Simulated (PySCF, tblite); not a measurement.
**C₆H₇BS: geometry, infrared bands and NMR shifts**

Aim: predict the infrared bands and NMR shifts of C₆H₇BS (`C=CBc1cccs1`).

Computed with tblite 0.8.0 and PySCF 2.14.0, with density-fitted response routines of our own, on a single molecule in the gas phase. Atoms are numbered from 0 throughout.

**1. Starting geometry**

15 atoms, charge 0, multiplicity 1; geometry from: force field or distance geometry start.

Bonds of the start (Å): C0–C1 1.35, C1–B2 1.57, B2–C3 1.58, C3–C4 1.40, C4–C5 1.41, C5–C6 1.39, C6–S7 1.69, S7–C3 1.67, C0–H8 1.09, C0–H9 1.08, C1–H10 1.08, B2–H11 1.18, C4–H12 1.08, C5–H13 1.07, C6–H14 1.09.

**2. Optimising the geometry with GFN2-xTB**

The job: settings as JSON, then the geometry in Å.

```
{"job": {"kind": "relax", "xc": "GFN2-xTB", "basis": "xTB"}, "charge": 0, "multiplicity": 1}
C      3.416900     0.311800     0.176700
C      2.118200     0.602500    -0.053600
B      1.005400    -0.468100     0.220800
C     -0.512600    -0.126900    -0.050100
C     -1.575800    -1.006900     0.166800
C     -2.823600    -0.444400    -0.157500
C     -2.740300     0.871300    -0.607000
S     -1.117300     1.331400    -0.603500
H      3.723300    -0.662700     0.546900
H      4.163600     1.065400    -0.006600
H      1.848900     1.580400    -0.413500
H      1.283100    -1.541500     0.620100
H     -1.464500    -2.017100     0.532500
H     -3.748100    -0.982000    -0.060100
H     -3.581500     1.494700    -0.896100
```

Command:

```
$ OMP_NUM_THREADS=1 python probes_run.py task.json out
```

This one command runs all jobs of the session in turn.

**Question.** This job is followed by: GFN2-xTB harmonic vibrations, gas phase; GIAO PBE0/pcSseg-1 NMR shielding, non-relativistic, gas phase. What will the session give for the following? strongest single infrared mode (GFN2-xTB); zero-point energy (GFN2-xTB); 13C shifts against TMS (PBE0/pcSseg-1); 1H shifts against TMS (PBE0/pcSseg-1); 11B shifts against BF3·OEt2 (PBE0/pcSseg-1); 33S shifts against CS2 (PBE0/pcSseg-1).

The runs gave:

| quantity | value |
| --- | --- |
| strongest single infrared mode (GFN2-xTB) | 1420 cm⁻¹, 146 km/mol |
| zero-point energy (GFN2-xTB) | 68.5 kcal/mol |
| 13C shifts against TMS (PBE0/pcSseg-1) | 159.9, 157.0, 152.0, 152.0, 148.2, 133.4 ppm |
| 1H shifts against TMS (PBE0/pcSseg-1) | 8.05, 7.91, 7.57, 7.46, 6.98, 6.87, 6.53 ppm |
| 11B shifts against BF3·OEt2 (PBE0/pcSseg-1) | 51.9 ppm |
| 33S shifts against CS2 (PBE0/pcSseg-1) | 266 ppm |

Over 36 steps the energy fell by 0.220 eV; of the close pairs, C3–S7 changed most, 1.673 to 1.751 Å. All 39 modes are real, so the xTB geometry is a minimum. The strongest single mode, at 1420 cm⁻¹, is spread over several atoms, C5, C4, C3, C6 among them. GFN2-xTB is a fitted tight-binding method: band positions and strengths are rough. Its intensities can rank the bands wrongly. At PBE0/pcSseg-1: Shielding is most anisotropic at S7 (span 317 ppm, paramagnetic term -820 ppm). NICS(1)zz of -27 ppm above the planar ring from C3 marks a diatropic (aromatic) ring current.
